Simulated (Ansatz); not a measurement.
This script drives Ansatz 0.2.0 through its Python package.

Script `spin_c3h5alo.py`:
```python
"""Vertical spin-state energies of C3H5AlO."""

from dataclasses import dataclass

import ansatz as az


@dataclass
class RunConfig:
    basis: str = "6-31G*"
    xc: str = "pbe0"


settings = RunConfig()

GEOMETRY = """
C     0.21700   -1.20490    2.46380
C    -0.64840   -0.95200    1.58640
O    -1.59920   -0.70900    0.59410
Al   -0.99460    0.18820   -0.94830
C     0.81530    0.77630   -1.20010
H     0.88270   -1.32890    3.20940
H    -2.12100    0.45760   -2.08430
H     1.52900   -0.07730   -1.15050
H     1.08200    1.50740   -0.32740
H     0.92030    1.29140   -2.14020
"""

system = az.Crystal.molecule()
for line in GEOMETRY.strip().splitlines():
    symbol, *xyz = line.split()
    system = system.atom(symbol, [float(v) for v in xyz])

model = system.calculation()
model = model.basis(gaussian=settings.basis)
model = model.functional(settings.xc)
found = {}
for unpaired in [0, 2]:
    r = model.spin("collinear", total=unpaired).run(threads=1, backend="cpu").report
    s = unpaired / 2
    found[unpaired] = r["free_energy_ev"]
    print(f"2S+1 = {unpaired + 1}: E = {found[unpaired]:.5f} eV, <S^2> = {abs(r['mean_field']['state']['spin_squared']):.3f} (pure state {s * (s + 1):.2f})")
lowest = min(found, key=found.get)
for unpaired, e in found.items():
    print(f"multiplicity {unpaired + 1}: {(e - found[lowest]):.3f} eV above the lowest")
```

It is started by `python spin_c3h5alo.py`. Estimate its wall time and peak memory on 1 thread of Arm Neoverse V2, on a shared host.

It took about 19 s, with a peak of 0.29 GiB, for 2 runs of the engine.

Running `python spin_c3h5alo.py` prints:
```text
2S+1 = 1: E = -11824.76272 eV, <S^2> = 0.000 (pure state 0.00)
2S+1 = 3: E = -11819.94379 eV, <S^2> = 2.007 (pure state 2.00)
multiplicity 1: 0.000 eV above the lowest
multiplicity 3: 4.819 eV above the lowest
```

In order: multiplicity 1 (+0.00 eV) and multiplicity 3 (+4.82 eV), all at the one geometry.

Total energies depend on the basis set; only differences at equal settings carry meaning. The geometry is a force-field or estimated start, not a minimum of this method, and the basis set is short of its limit. All parts are taken at fixed geometry, without zero-point energy.
